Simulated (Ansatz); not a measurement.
# C2H6BFSn: the cost of one run

Method: RKS B3LYP/def2-SVP, in Ansatz 0.2.0.

### 1 The structure to begin with

Bond lengths: B1–Sn2 2.149 Å, Sn2–C3 2.156 Å, Sn2–C4 2.226 Å, C3–C4 1.412 Å, C4–F5 1.402 Å, B1–H6 1.213 Å, B1–H7 1.216 Å, Sn2–H8 1.723 Å, C3–H9 1.149 Å, C3–H10 1.116 Å, C4–H11 1.078 Å. Angles (14 of 21 angles, heavy atoms first): B1–Sn2–C3 114.7°, B1–Sn2–C4 109.0°, C3–Sn2–C4 37.6°, Sn2–C3–C4 73.9°, Sn2–C4–C3 68.6°, Sn2–C4–F5 110.3°, C3–C4–F5 114.4°, B1–Sn2–H8 121.7°, C3–Sn2–H8 121.3°, C4–Sn2–H8 105.4°, Sn2–B1–H6 123.5°, Sn2–B1–H7 121.5°, Sn2–C3–H9 114.3°, Sn2–C3–H10 116.0°.

As a file:

```xyz
11

B    -2.0443    0.7822    0.5182
Sn   -0.4489   -0.6417    0.7334
C     1.5081    0.1154    0.2370
C     0.9718   -0.4019   -0.9629
F     0.5047    0.5725   -1.8555
H    -2.8924    0.9717    1.3647
H    -2.1396    1.4851   -0.4692
H    -0.7528   -2.3341    0.8392
H     2.3773   -0.4977    0.6728
H     1.6366    1.2213    0.3072
H     1.3448   -1.3298   -1.3643
```

### 2 End point A

The input, input.yaml:

```yaml
crystal:
  periodic: [false, false, false]
  atoms:
    - { symbol: B, position_ang: [-2.0443, 0.7822, 0.5182] }
    - { symbol: Sn, position_ang: [-0.4489, -0.6417, 0.7334] }
    - { symbol: C, position_ang: [1.5081, 0.1154, 0.237] }
    - { symbol: C, position_ang: [0.9718, -0.4019, -0.9629] }
    - { symbol: F, position_ang: [0.5047, 0.5725, -1.8555] }
    - { symbol: H, position_ang: [-2.8924, 0.9717, 1.3647] }
    - { symbol: H, position_ang: [-2.1396, 1.4851, -0.4692] }
    - { symbol: H, position_ang: [-0.7528, -2.3341, 0.8392] }
    - { symbol: H, position_ang: [2.3773, -0.4977, 0.6728] }
    - { symbol: H, position_ang: [1.6366, 1.2213, 0.3072] }
    - { symbol: H, position_ang: [1.3448, -1.3298, -1.3643] }
basis:
  gaussian: { orbitals: def2-SVP }
hamiltonian:
  xc: b3lyp
relax:
  f_tol: 0.015
  max_steps: 40
```

Launch:

```sh
$ ansatz run input.yaml --threads 2 --pin off --max-ram 3072MiB --backend cpu --events-out ev --progress --plain --runs-dir out
```

**Question.** How long does this run take on 2 threads of Intel Xeon Platinum 8488C (Sapphire Rapids), shared host, and how much memory does it need?

About 77 s, with a peak of 0.29 GiB.
